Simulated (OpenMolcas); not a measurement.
# Rh²⁺ among point charges: CASSCF and CASPT2 levels and susceptibility

How does a field of 4 point charges split the states of Rh²⁺, and what χT follows?

Program: OpenMolcas 26.06. Level of theory: state-averaged CASSCF and CASPT2, spin-orbit coupling by RASSI with atomic mean-field integrals. These are calculated values, not measurements, unless marked.

### Step 1. The system

* Species: Rh²⁺ (rhodium, Z = 45, 43 electrons)
* Basis: ANO-RCC-VDZP [6s5p3d1f], 43 functions
* Scalar Hamiltonian: DKH2, point nucleus
* Inactive shells: 1s 2s 2p 3s 3p 3d 4s 4p
* Active space: 7 electrons in 5 orbitals (4d)
* Some configurations of this space: 4d7
* Orbitals: optimised for each spin and parity, averaged over all roots

Outer shells as boxes (Hund's rule):

4d7
```
4d [↑↓][↑↓][↑ ][↑ ][↑ ]
```

The ion sits among 4 point charges of -2.5 e arranged as a tetrahedron (Td), 1.96 Å from the ion.

The work runs as a chain of OpenMolcas steps in one folder; each step below is one input file. Labels, J, g values, rates, χT and fits are worked out afterwards by a script from the matrices that RASSI stores.

### Step 2. Basis and integrals

Contents of a.inp:

```
&GATEWAY
Coord
1

Rh 0.0 0.0 0.0
Basis=ANO-RCC-VDZP
Group=NoSym
NoMove
AngMom=0.0 0.0 0.0
AMFI
XField
4 Angstrom 0
1.131607 1.131607 1.131607 -2.500000
1.131607 -1.131607 -1.131607 -2.500000
-1.131607 1.131607 -1.131607 -2.500000
-1.131607 -1.131607 1.131607 -2.500000
&SEWARD
```

The run is started by

```console
> OMP_NUM_THREADS=1 MOLCAS_MEM=1689 MOLCAS_PROJECT=a pymolcas a.inp > a.log
```

### Step 3. CASSCF: quartets, 10 roots

Contents of a.inp:

```
&RASSCF
FileOrb=start.orb
Symmetry=1
Spin=4
nActEl=7 0 0
Inactive=18
Ras2=5
CIRoot=10 10 1
SDav=10
CIMx=300
Iter=120 100
PrWF=0.3
OrbListing=Nothing
MaxOrb=0
>>> COPY $Project.JobIph JOB001
```

start.orb holds the contracted functions of the basis, ordered by shell, or the orbitals of the step before.

### Step 4. Reference wave functions, doublets, 40 roots

Contents of a.inp:

```
&RASSCF
FileOrb=start.orb
Symmetry=1
Spin=2
nActEl=7 0 0
Inactive=18
Ras2=5
CIRoot=40 40 1
SDav=40
CIMx=300
Iter=120 100
PrWF=0.3
OrbListing=Nothing
MaxOrb=0
>>> COPY $Project.JobIph JOB002
```

### Step 5. RASSI: spin-orbit coupling between the states

Contents of a.inp:

```
&RASSI
NrOfJobIphs=2 10 40
1 2 3 4 5 6 7 8 9 10
1 2 3 4 5 6 7 8 9 10 11 12 13 14 15 16 17 18 19 20 21 22 23 24 25 26 27
28 29 30 31 32 33 34 35 36 37 38 39 40
IphNames
JOB001
JOB002
EJob
SpinOrbit
DIPRint=1.0
SOCoupling=1000.0
Subsets=2
Property=9
'ANGMOM' 1 'ANGMOM' 2 'ANGMOM' 3 'MLTPL  1' 1 'MLTPL  1' 2 'MLTPL  1' 3
'AMFI' 1 'AMFI' 2 'AMFI' 3
SOProperty=3
'ANGMOM' 1 'ANGMOM' 2 'ANGMOM' 3
```

### Step 6. CASPT2: IPEA 0.25, imaginary shift 0.1 (closed shells correlated: 4s 4p)

Contents of a.inp:

```
>>> COPY JOB001 $Project.JobIph
&CASPT2
Multistate=10 1 2 3 4 5 6 7 8 9 10
NoMult
Frozen=14
IPEA=0.25
Imaginary=0.1
MaxIter=60
WThr=0.0 0.3 0.05
PrWF=0.5
NoMix
>>> COPY JOB002 $Project.JobIph
&CASPT2
Multistate=40 1 2 3 4 5 6 7 8 9 10 11 12 13 14 15 16 17 18 19 20 21 22
23 24 25 26 27 28 29 30 31 32 33 34 35 36 37 38 39 40
NoMult
Frozen=14
IPEA=0.25
Imaginary=0.1
MaxIter=60
WThr=0.0 0.3 0.05
PrWF=0.5
NoMix
```

(Steps that only read results are left out.)

Q: Predict the outcome of this session. Wanted: spin-free ground state; first state of the same spin within the active space; lowest level; next level.

The runs gave:

| quantity | value |
| --- | --- |
| method | SS-CASPT2, IPEA 0.25, imaginary shift 0.1 (closed shells correlated: 4s 4p) |
| spin-free ground state | 4A2, 1-fold in its orbital part |
| first state of the same spin within the active space | 4T2 at 2220 cm⁻¹ |
| lowest level | 4-fold Γ8 |
| next level | 1849.1 cm⁻¹ |
| χT at 300 K | 3.96 cm³ K/mol |
| effective moment at 300 K | 5.63 μB |

Cost by method:

```csv
method,time of its own steps,time with the reference
A. CASSCF,9.6 s,9.6 s
"B. SS-CASPT2, IPEA 0.25, imaginary shift 0.1, +4s 4p",4.1 s,14 s
```

Times are of one thread on a shared host.

The spin-free ground state (4A2) comes to 100 % from free-ion F terms and keeps the highest spin of the shell. χT at 300 K is 3.96, against 1.88 cm³ K/mol for the spin alone, so orbital moment adds to it. CASPT2 does not keep the components of a term degenerate, and the means are used. The field of point charges can differ much from that of real complexes. Point charges carry no covalency, so the field is a model and not that of real ligands.
